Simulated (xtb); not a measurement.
# GFN1-xTB run of C2H5BN2 (SMILES B1C=NCN1)

Wanted: a geometry optimisation of C2H5BN2. 

The calculation is run with xtb 6.7.1.

1 further run of the same task is left out (set aside as unsound or not needed).

### 1 The molecule

C2H5BN2: 10 atoms, total charge 0, spin state singlet. SMILES: `B1C=NCN1`. The coordinates come from a GFN2-xTB relaxation. The run starts from this shape.

Bond lengths: B1–C2 1.568 Å, C2–N3 1.279 Å, N3–C4 1.425 Å, B1–N5 1.383 Å, C4–N5 1.450 Å, B1–H6 1.163 Å, C2–H7 1.082 Å, C4–H8 1.098 Å, C4–H9 1.098 Å, N5–H10 1.006 Å. Some angles: B1–C2–N3 111.5°, C2–B1–N5 101.1°, C2–N3–C4 109.6°, N3–C4–N5 106.8°, B1–N5–C4 110.9°, B1–C2–H7 131.7°, N3–C2–H7 116.8°, C2–B1–H6 132.8°, N5–B1–H6 126.0°, N3–C4–H8 109.2°.

### 2 A geometry optimisation at GFN1-xTB

input.xyz reads:

```xyz
10
C2H5BN2
B      0.09112000     1.15166000    -0.45456000
C      1.17537000     0.51735000     0.48354000
N      0.86238000    -0.67558000     0.82162000
C     -0.38191000    -1.03123000     0.22487000
N     -0.82026000     0.11514000    -0.54796000
H      0.00079000     2.19072000    -0.96911000
H      2.10575000     0.90645000     0.87468000
H     -0.24028000    -1.91949000    -0.40432000
H     -1.09970000    -1.29194000     1.01313000
H     -1.69325000     0.03690000    -1.04189000
```

Started as:

```console
$ xtb --opt vtight --gfn 1 -- input.xyz > out.txt
```

**Question.** What will come out? Wanted: total energy at the end; dipole moment; HOMO energy; LUMO energy; HOMO–LUMO gap; dispersion energy.

Computed results:

Level: GFN1-xTB.

| quantity | value |
| --- | --- |
| total energy at the end | -14.71362 Eh |
| dipole moment | 2.89 D |
| HOMO energy | -11.14 eV |
| LUMO energy | -7.70 eV |
| HOMO–LUMO gap | 3.45 eV |
| dispersion energy | -7.96 kJ/mol |

What this shows: At the final geometry: Bond lengths: B1–C2 1.551 Å, C2–N3 1.284 Å, N3–C4 1.440 Å, B1–N5 1.398 Å, C4–N5 1.451 Å, B1–H6 1.178 Å, C2–H7 1.084 Å, C4–H8 1.095 Å, C4–H9 1.095 Å, N5–H10 1.005 Å. Some angles: B1–C2–N3 111.1°, C2–B1–N5 101.9°, C2–N3–C4 110.4°, N3–C4–N5 105.9°, B1–N5–C4 110.7°, B1–C2–H7 130.0°, N3–C2–H7 118.9°, C2–B1–H6 133.3°, N5–B1–H6 124.8°, N3–C4–H8 109.2°. The optimisation took 7 steps and changed the energy by -0.023 eV. Mulliken charges run from -0.38 on N5 to +0.21 on H10.
